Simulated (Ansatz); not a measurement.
**VBiO4 in Ansatz: the effect of Hubbard term**

VBiO4:

```
CELL_PARAMETERS angstrom
-2.56105 2.56105 5.79606
2.56105 -2.56105 5.79606
2.56105 2.56105 -5.79606
ATOMIC_POSITIONS crystal
Bi 0.75000 0.25000 0.50000
Bi 0.00000 0.00000 0.00000
V 0.25000 0.75000 0.50000
V 0.50000 0.50000 0.00000
O 0.43810 0.32910 0.60895
O 0.57915 0.68810 0.60899
O 0.72016 0.82915 0.39105
O 0.07910 0.97016 0.39101
O 0.67090 0.27984 0.10899
O 0.02984 0.42085 0.10895
O 0.31190 0.92090 0.89105
O 0.17085 0.56190 0.89101
```

Measurements of this composition are mostly on another form, of space group No. 15.

Alike in all runs:

```yaml
Program: Ansatz 0.2.0
Task: band structure
Functional: PBEsol
Potentials_or_basis: Ansatz PAW
Cutoff: "420 eV (not typed: the program's choice for these potentials)"
k_mesh: 7 × 7 × 7
Occupations: fermi-dirac, width 0.05 eV
Spin: collinear spin, ferromagnetic start
Starting_moments: "[0.0, 0.0, 2.0, 2.0, 0.0, 0.0, 0.0, 0.0, 0.0, 0.0, 0.0, 0.0] μB"
Path: "[[\"G\", \"X\", \"Y\", \"S\", \"G\", \"Z\", \"S1\", \"N\", \"P\", \"Y1\", \"Z\"], [\"X\", \"P\"]]"
Points_for_each_segment_of_the_path: 10
Hubbard_projectors: ortho-atomic (the default)
Double_counting: fll (the default)
```

```csv
Hubbard term,gap on the mesh (eV),pressure (GPa),largest force (eV/Å)
none,2.13,-1.8,0.26
V d U = 1 eV,2.16,-1.6,0.23
V d U = 2 eV,2.19,-1.4,0.20
V d U = 3 eV,?,?,?
V d U = 4 eV,2.28,-1.1,0.13
V d U = 5 eV,2.33,-0.9,0.10
V d U = 6 eV,2.39,-0.6,0.06
V d U = 8 eV,2.54,-0.1,0.04
```

Problem. What does the run with Hubbard term V d U = 3 eV give?

Solution. gap on the mesh 2.23 eV; pressure -1.3 GPa; largest force 0.17 eV/Å.

Worked out: A parabola through the other rows of the gap on the mesh, of slope 0.0435 eV per eV there, gives 2.23 eV, against the run's 2.23. A parabola through the other rows of the pressure, of slope 0.19 GPa per eV there, gives -1.3 GPa, against the run's -1.3. A parabola through the other rows of the largest force, of slope -0.032 eV/Å per eV there, gives 0.16 eV/Å, against the run's 0.17.

Caveats: spin-orbit coupling is left out, which as a rule narrows the gap of such compounds by several tenths of an eV; the PAW data sets come from PBE, with cores solved anew for the run's functional, which leaves a small shift of forces and pressure; the starting moments weren't kept; the magnetic or orbital state may not be the lowest (some runs); the k mesh misses the band edges, so the gap on the mesh is wider than the one along the path (some runs).
